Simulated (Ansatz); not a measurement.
# Cu: energy and stress against strain

Aim: for Cu, strain the cell along the Voigt pattern (0, 1, 0, 0, 0, 0).

Program: Ansatz 0.2.0. Level of theory: DFT r2SCAN, scalar-relativistic, plane waves, PAW. These are calculated values, not measurements.

1 further run of the same task is left out (set aside as unsound or not needed).

## (1) Starting point

Symmetry: P6_3/mmc, No. 194, hexagonal system. Conventional cell: a = 2.529 Å, b = 2.529 Å, c = 8.264 Å, α = 90.00°, β = 90.00°, γ = 120.00°. Cu (site symmetry -3m) is surrounded by 12 Cu at 2.53 Å. Cu (site symmetry -6m2) has 12 Cu at 2.53 Å as nearest neighbours.

As a file:

```xyz
4
Lattice="2.5293 0.0000 0.0000 -1.2647 2.1905 0.0000 0.0000 0.0000 8.2639" Properties=species:S:1:pos:R:3 pbc="T T T"
Cu    0.0000    0.0000    0.0000
Cu    0.0000    1.4603    2.0660
Cu    0.0000    0.0000    4.1320
Cu    1.2647    0.7302    6.1980
```

It goes back to an entry of the Materials Project, which need not be the stable form.

It is the result of an earlier relaxation at this level (volume 11.45 Å³/atom; gap on the mesh: none (metal)).

## (2) The reference cell

The reference gives a free energy of -26524.9409 eV, pressure -0.03 GPa, largest force 0.000 eV/Å and gap on the mesh none (metal). It was computed beforehand with the settings of the runs below.

## (3) The scan: energy and stress against strain

The cell is strained by ε times the Voigt pattern (0, 1, 0, 0, 0, 0) (xx, yy, zz, yz, xz, xy; engineering shear), with fractional coordinates fixed (clamped ions). The stress on the pattern is the sum of the stress components weighted by it, tension positive.

## (4) ε = -0.1000

Input file input.yaml:

```yaml
crystal:
  lattice:
    - [2.5293395074, 0.0, 0.0]
    - [-1.2646697537, 1.9714250414, 0.0]
    - [0.0, 0.0, 8.263939854]
  atoms:
    - { symbol: Cu, position: [0.0, 0.0, 0.0] }
    - { symbol: Cu, position: [0.3333333333, 0.6666666667, 0.25] }
    - { symbol: Cu, position: [0.0, 0.0, 0.5] }
    - { symbol: Cu, position: [0.6666666667, 0.3333333333, 0.75] }
basis:
  ecutwfc: 500
kpoints:
  mp_grid: { grid: [24, 24, 6] }
hamiltonian:
  xc: r2scan
scf:
  occupations: { method: gaussian, width: 0.15 }
output:
  forces: true
  stress: true
  eigenvalues: true
```

Command:

```console
$ ansatz run input.yaml --threads 1 --pin off --max-ram 2560MiB --backend cpu --events-out ev --progress --plain --runs-dir out
```

The log of the run, cut to the lines that bear on the results:

```text
Warning: RAYON_NUM_THREADS=1 ignored (pool sized by the plan → 1); use --threads N
[...]
Pseudopotentials: kind: paw
Pseudopotential: Cu, paw, valence charge 19, recommended cutoff 500 eV (meta_gga), Cu.paw.azcp
Functional definition: r2SCAN
[...]
Crystal: 4 atoms, lattice volume = 41.207 Å³
Basis set: ecut = 500 eV, 1061 PW (Γ), exchange–correlation on 80×72×256 points (64 copies of the dense FFT grid, shifted against one another)
Bands: 46, of which v1, the nominal top of the filled ones, is band 38 counted from 1 (37 counted from 0)
Symmetry: 8 space group operations
Space group: Cmcm (ITA 63), of the structure as read, at distance tolerance 3.5e-5 Å
k-points: 628 of 3456
[...]
SCF iter   1: F=—  HF=-26524.508436 eV  |F-HF|=—  |Δ(HF+E_count)|=         —  Δρ=3.93e-2  dr2=3.39e-1  dr2_τ=2.44e-3  ethr=1.77e-3  ⟨swp⟩=4.9  Hψ=91380  notcnv=0  defer=308
[...]
SCF iter   9: F=-26524.450422 eV  HF=-26524.450422 eV  |F-HF|=4.67e-9  |Δ(HF+E_count)|=   1.02e-7  Δρ=7.79e-6  dr2=1.54e-8  dr2_τ=1.78e-10  ethr=1.30e-10  ⟨swp⟩=2.4  Hψ=96614  notcnv=0
[...]
SCF converged after 9 iterations
Free energy (F): -26524.450422 eV
[...]
E sigma→0 (E₀):  -26524.444038 eV
Entropy (-TS):   -0.012769 eV (-3.192 meV/atom)
Fermi energy:    19.748852 eV
[...]
--- Forces (eV/Å), atoms counted from 1 ---
  atom   1  Cu     0.00000000    -0.00000000     0.00000000
  atom   2  Cu     0.00000000     0.22200141     0.00000000
  atom   3  Cu     0.00000000    -0.00000000     0.00000000
  atom   4  Cu     0.00000000    -0.22200141     0.00000000
[...]
--- Stress (GPa, compression-positive) ---
       20.512157       0.000000       0.000000
        0.000000      39.045962       0.000000
        0.000000       0.000000      13.354694
  P = ⅓ Tr σ = 24.3043 GPa (243.043 kbar)
--- Band table (eV; the first three rows and the last of 628) ---
[...]
```

Wall time 60 s (1 thread of AMD EPYC 9R45 (Zen 5), shared host); peak memory 1.3 GiB.

## (5) At ε = 0.0750

input.yaml: that of step 4 with these lines changed.

```diff
@@ -3,3 +3,3 @@
     - [2.5293395074, 0.0, 0.0]
-    - [-1.2646697537, 1.9714250414, 0.0]
+    - [-1.2646697537, 2.3547576883, 0.0]
     - [0.0, 0.0, 8.263939854]
```

Command:

```console
$ ansatz run input.yaml --threads 1 --pin off --max-ram 2560MiB --backend cpu --events-out ev --progress --plain --runs-dir out
```

The log of the run, cut to the lines that bear on the results:

```text
Warning: RAYON_NUM_THREADS=1 ignored (pool sized by the plan → 1); use --threads N
[...]
[... 3 set-up lines as earlier in the session ...]
[...]
Crystal: 4 atoms, lattice volume = 49.220 Å³
Basis set: ecut = 500 eV, 1251 PW (Γ), exchange–correlation on 80×80×256 points (64 copies of the dense FFT grid, shifted against one another)
Bands: 46, of which v1, the nominal top of the filled ones, is band 38 counted from 1 (37 counted from 0)
[... 1 set-up line as earlier in the session ...]
Space group: Cmcm (ITA 63), of the structure as read, at distance tolerance 3.7e-5 Å
k-points: 628 of 3456
[...]
SCF iter   1: F=—  HF=-26524.843129 eV  |F-HF|=—  |Δ(HF+E_count)|=         —  Δρ=4.05e-2  dr2=4.46e-1  dr2_τ=3.75e-3  ethr=1.77e-3  ⟨swp⟩=4.9  Hψ=89436  notcnv=0  defer=514
[...]
SCF iter   9: F=-26524.763469 eV  HF=-26524.763469 eV  |F-HF|=7.08e-9  |Δ(HF+E_count)|=   1.96e-7  Δρ=8.33e-6  dr2=2.34e-8  dr2_τ=1.45e-10  ethr=1.32e-10  ⟨swp⟩=8.1  Hψ=119119  notcnv=0
[...]
SCF converged after 9 iterations
Free energy (F): -26524.763469 eV
[...]
E sigma→0 (E₀):  -26524.756079 eV
Entropy (-TS):   -0.014780 eV (-3.695 meV/atom)
Fermi energy:    15.706183 eV
[...]
--- Forces (eV/Å), atoms counted from 1 ---
  atom   1  Cu     0.00000000     0.00000000     0.00000000
  atom   2  Cu     0.00000000    -0.12518353     0.00000000
  atom   3  Cu     0.00000000    -0.00000000    -0.00000000
  atom   4  Cu    -0.00000000     0.12518353    -0.00000000
[...]
--- Stress (GPa, compression-positive) ---
       -6.713359      -0.000000       0.000000
       -0.000000     -14.572516      -0.000000
        0.000000      -0.000000      -6.170232
  P = ⅓ Tr σ = -9.1520 GPa (-91.520 kbar)
--- Band table (eV; the first three rows and the last of 628) ---
[...]
```

Wall time 62 s (1 thread of AMD EPYC 9R45 (Zen 5), shared host); peak memory 1.4 GiB.

## (6) Point ε = -0.0500

input.yaml: that of step 5 with these lines changed.

```diff
@@ -3,3 +3,3 @@
     - [2.5293395074, 0.0, 0.0]
-    - [-1.2646697537, 2.3547576883, 0.0]
+    - [-1.2646697537, 2.0809486548, 0.0]
     - [0.0, 0.0, 8.263939854]
@@ -22 +22,5 @@
   eigenvalues: true
+  write_density: true
+  write_potential: true
+  elf: true
+  volumetric_format: npy
```

Command:

```console
$ ansatz run input.yaml --threads 1 --pin off --max-ram 2560MiB --backend cpu --events-out ev --progress --plain --runs-dir out
```

The log of the run, cut to the lines that bear on the results:

```text
[...]
SCF converged after 9 iterations
Free energy (F): -26524.833716 eV
[...]
E sigma→0 (E₀):  -26524.827063 eV
Entropy (-TS):   -0.013307 eV (-3.327 meV/atom)
Fermi energy:    18.425763 eV
[...]
--- Forces (eV/Å), atoms counted from 1 ---
  atom   1  Cu     0.00000000    -0.00000000     0.00000000
  atom   2  Cu     0.00000000     0.10831672    -0.00000000
  atom   3  Cu     0.00000000    -0.00000000    -0.00000000
  atom   4  Cu    -0.00000000    -0.10831672     0.00000000
[...]
--- Stress (GPa, compression-positive) ---
        7.608942      -0.000000      -0.000000
       -0.000000      16.071276      -0.000000
       -0.000000      -0.000000       5.906613
  P = ⅓ Tr σ = 9.8623 GPa (98.623 kbar)
--- Band table (eV; the first three rows and the last of 628) ---
[...]
```

Wall time 71 s (1 thread of AMD EPYC 9R45 (Zen 5), shared host); peak memory 1.3 GiB.

Axes a, b and c in the maps are those of this run's conventional cell (a, b, c = 2.529, 4.162, 8.264 Å).

Density in a lattice plane of the grid's cell (edges 4.16 and 8.26 Å, at 0.000 of the third edge), which holds Cu.

Values in e/Å³, 12 rows by 6 columns:
```
 2.71  0.46  0.19  0.22  0.25  0.49
 0.25  0.22  0.18  0.40  2.04  0.46
 0.26  0.29  0.25  1.99 58.54  2.34
 0.25  0.22  0.18  0.40  2.04  0.46
 2.71  0.46  0.19  0.22  0.25  0.49
70.19  2.59  0.27  0.28  0.27  2.59
 2.71  0.49  0.25  0.22  0.19  0.46
 0.25  0.46  2.04  0.40  0.18  0.22
 0.26  2.34 58.54  1.99  0.25  0.29
 0.25  0.46  2.04  0.40  0.18  0.22
 2.71  0.49  0.25  0.22  0.19  0.46
70.19  2.59  0.27  0.28  0.27  2.59
```
Columns run along the first of these edges and rows up along the second, over one cell in 6 and 12 even steps from the bottom left corner. Atoms in the plane (fractional): Cu at (0.00, 0.00), Cu at (0.33, 0.25), Cu at (0.00, 0.50), Cu at (0.67, 0.75).

ELF in the same plane.

Ten even steps from ' ' (0.17) to '@' (0.93):
```
==..    ..........    ..
        ............    
..........            ..
::........    ::==::    
....  ....    ++@@++    
::........    ::==::    
..........            ..
        ............    
==..    ..........    ..
@@++    ....  ....    ++
==..    ..........    ..
      ............      
....            ........
::    ::==::    ........
..    ++@@++    ....  ..
::    ::==::    ........
....            ........
      ............      
==..    ..........    ..
@@++    ....  ....    ++
```
Columns run along the first of these edges and rows up along the second, over one cell in 12 and 20 even steps from the bottom left corner. Atoms in the plane (fractional): Cu at (0.00, 0.00), Cu at (0.33, 0.25), Cu at (0.00, 0.50), Cu at (0.67, 0.75).

Both are smooth fields of the valence electrons: close to the nuclei they are not physical.

## (7) The same system, input altered

input.yaml: that of step 6 with these lines changed.

```diff
@@ -18,9 +18,6 @@
   occupations: { method: gaussian, width: 0.15 }
+  convergence: { dr2_threshold: 0.0001 }
 output:
   forces: true
+  eigenvalues: true
   stress: true
-  eigenvalues: true
-  write_density: true
-  write_potential: true
-  elf: true
-  volumetric_format: npy
```

Command:

```console
$ ansatz run input.yaml --threads 1 --pin off --max-ram 2560MiB --backend cpu --events-out ev --progress --plain --runs-dir out
```

The log of the run, cut to the lines that bear on the results:

```text
Warning: scf.convergence.dr2_threshold = 1e-4 eV is looser than this run's default, which is 1e-7 eV or tighter. The error in the forces grows as the threshold's square root, so leave the key out unless less accurate forces are enough
Warning: output.stress: scf.convergence.dr2_threshold = 1e-4 eV is looser than the 4e-10 eV advised for a printed stress (1e-10 eV for each atom of the cell: 4). What an SCF threshold leaves in a stress goes as its square root, and in the free energy as the threshold itself, and one [...]
Warning: RAYON_NUM_THREADS=1 ignored (pool sized by the plan → 1); use --threads N
[...]
[... 3 set-up lines as earlier in the session ...]
[...]
Crystal: 4 atoms, lattice volume = 43.497 Å³
Basis set: ecut = 500 eV, 1113 PW (Γ), exchange–correlation on 80×72×256 points (64 copies of the dense FFT grid, shifted against one another)
Bands: 46, of which v1, the nominal top of the filled ones, is band 38 counted from 1 (37 counted from 0)
[... 2 set-up lines as earlier in the session ...]
k-points: 628 of 3456
[...]
SCF iter   1: F=—  HF=-26524.899801 eV  |F-HF|=—  |Δ(HF+E_count)|=         —  Δρ=3.98e-2  dr2=3.71e-1  dr2_τ=2.50e-3  ethr=1.77e-3  ⟨swp⟩=4.9  Hψ=91341  notcnv=0  defer=205
[...]
SCF iter   7: F=-26524.833715 eV  HF=-26524.833715 eV  |F-HF|=5.71e-7  |Δ(HF+E_count)|=   6.39e-6  Δρ=1.07e-4  dr2=4.49e-6  dr2_τ=4.33e-8  ethr=1.32e-7  ⟨swp⟩=7.0  Hψ=131313  notcnv=0
[...]
SCF converged after 7 iterations
Free energy (F): -26524.833715 eV
[...]
E sigma→0 (E₀):  -26524.827063 eV
Entropy (-TS):   -0.013305 eV (-3.326 meV/atom)
Fermi energy:    18.425201 eV
[...]
--- Forces (eV/Å), atoms counted from 1 ---
  atom   1  Cu     0.00000000    -0.00000000     0.00000000
  atom   2  Cu     0.00000000     0.10841265    -0.00000000
  atom   3  Cu     0.00000000    -0.00000000    -0.00000000
  atom   4  Cu    -0.00000000    -0.10841265     0.00000000
[...]
--- Stress (GPa, compression-positive) ---
        7.612992      -0.000000      -0.000000
       -0.000000      16.074802      -0.000000
       -0.000000      -0.000000       5.911228
  P = ⅓ Tr σ = 9.8663 GPa (98.663 kbar)
--- Band table (eV; the first three rows and the last of 628) ---
[...]
```

It took 56 s on 1 thread of AMD EPYC 9R45 (Zen 5), shared host; peak memory 1.3 GiB.

## (8) A look at that input

This run ends as converged, with warnings (force scf threshold loose, stress scf threshold loose). Its log warns: «scf.convergence.dr2_threshold = 1e-4 eV is looser than this run's default, which is 1e-7 eV or tighter. The error in the forces grows as the threshold's square root ...»

In the input, scf.convergence.dr2_threshold is 0.0001. The threshold is looser than the default, so the loop may stop short of self-consistency.

To undo it: delete scf.convergence.dr2_threshold (the default then holds).

```
    run     ending  energy change  pressure (GPa)  gap (eV)  force (eV/Å)  cycles  time
 step 6  converged              0             9.9      0.00          0.11       9  71 s
altered  converged   0.0 meV/atom             9.9      0.00          0.11       7  56 s
```

The changed convergence setting doesn't alter the result here (within 0.5 meV/atom).

## (9) Point ε = 0.0250

input.yaml: that of step 6 with these lines changed.

```diff
@@ -3,3 +3,3 @@
     - [2.5293395074, 0.0, 0.0]
-    - [-1.2646697537, 2.0809486548, 0.0]
+    - [-1.2646697537, 2.2452340749, 0.0]
     - [0.0, 0.0, 8.263939854]
@@ -22,5 +22 @@
   eigenvalues: true
-  write_density: true
-  write_potential: true
-  elf: true
-  volumetric_format: npy
```

Command:

```console
$ ansatz run input.yaml --threads 1 --pin off --max-ram 2560MiB --backend cpu --events-out ev --progress --plain --runs-dir out
```

The log of the run, cut to the lines that bear on the results:

```text
Warning: RAYON_NUM_THREADS=1 ignored (pool sized by the plan → 1); use --threads N
[...]
[... 3 set-up lines as earlier in the session ...]
[...]
Crystal: 4 atoms, lattice volume = 46.931 Å³
Basis set: ecut = 500 eV, 1211 PW (Γ), exchange–correlation on 80×80×256 points (64 copies of the dense FFT grid, shifted against one another)
Bands: 46, of which v1, the nominal top of the filled ones, is band 38 counted from 1 (37 counted from 0)
[... 1 set-up line as earlier in the session ...]
Space group: Cmcm (ITA 63), of the structure as read, at distance tolerance 3.6e-5 Å
k-points: 628 of 3456
[...]
SCF iter   1: F=—  HF=-26524.992696 eV  |F-HF|=—  |Δ(HF+E_count)|=         —  Δρ=4.02e-2  dr2=4.17e-1  dr2_τ=3.21e-3  ethr=1.77e-3  ⟨swp⟩=4.9  Hψ=90454  notcnv=0  defer=301
[...]
SCF iter   9: F=-26524.917523 eV  HF=-26524.917523 eV  |F-HF|=3.52e-9  |Δ(HF+E_count)|=   1.36e-7  Δρ=7.07e-6  dr2=1.54e-8  dr2_τ=1.09e-10  ethr=1.32e-10  ⟨swp⟩=8.2  Hψ=120924  notcnv=0
[...]
SCF converged after 9 iterations
Free energy (F): -26524.917523 eV
[...]
E sigma→0 (E₀):  -26524.911573 eV
Entropy (-TS):   -0.011900 eV (-2.975 meV/atom)
Fermi energy:    16.711802 eV
[...]
--- Forces (eV/Å), atoms counted from 1 ---
  atom   1  Cu     0.00000000     0.00000000    -0.00000000
  atom   2  Cu     0.00000000    -0.04870876     0.00000000
  atom   3  Cu     0.00000000     0.00000000     0.00000000
  atom   4  Cu     0.00000000     0.04870876     0.00000000
[...]
--- Stress (GPa, compression-positive) ---
       -2.835233       0.000000       0.000000
        0.000000      -6.196910       0.000000
        0.000000       0.000000      -2.095737
  P = ⅓ Tr σ = -3.7093 GPa (-37.093 kbar)
--- Band table (eV; the first three rows and the last of 628) ---
[...]
```

Run time: 60 s. Hardware: 1 thread of AMD EPYC 9R45 (Zen 5), shared host; peak memory 1.4 GiB.

## (10) The scan collected

All points in order; energies are free energies above the reference cell:

```
      ε  ΔE (meV/atom)  stress on the pattern (GPa)  pressure (GPa)
-0.1000          122.6                       -39.05            24.3
-0.0500           26.8                       -16.07             9.9
 0.0000            0.0                         0.13             0.0
 0.0250            5.8                         6.20            -3.7
 0.0750           44.4                        14.57            -9.2
```

## (11) Results

| quantity | value |
| --- | --- |
| slope of the stress at ε = 0, from the points at -0.0500, 0 and 0.0250 | 270 GPa |
| step 7, run with dr2_threshold 0.0001 (against step 6) | converged, 7 SCF cycles |

What this shows: The slope of the stress at zero strain, 270 GPa, estimates C22 with clamped ions in this Cartesian frame; letting the atoms relax could not make it stiffer. The step is wide, so higher orders mix in. No sampled point lies below the undisturbed cell.
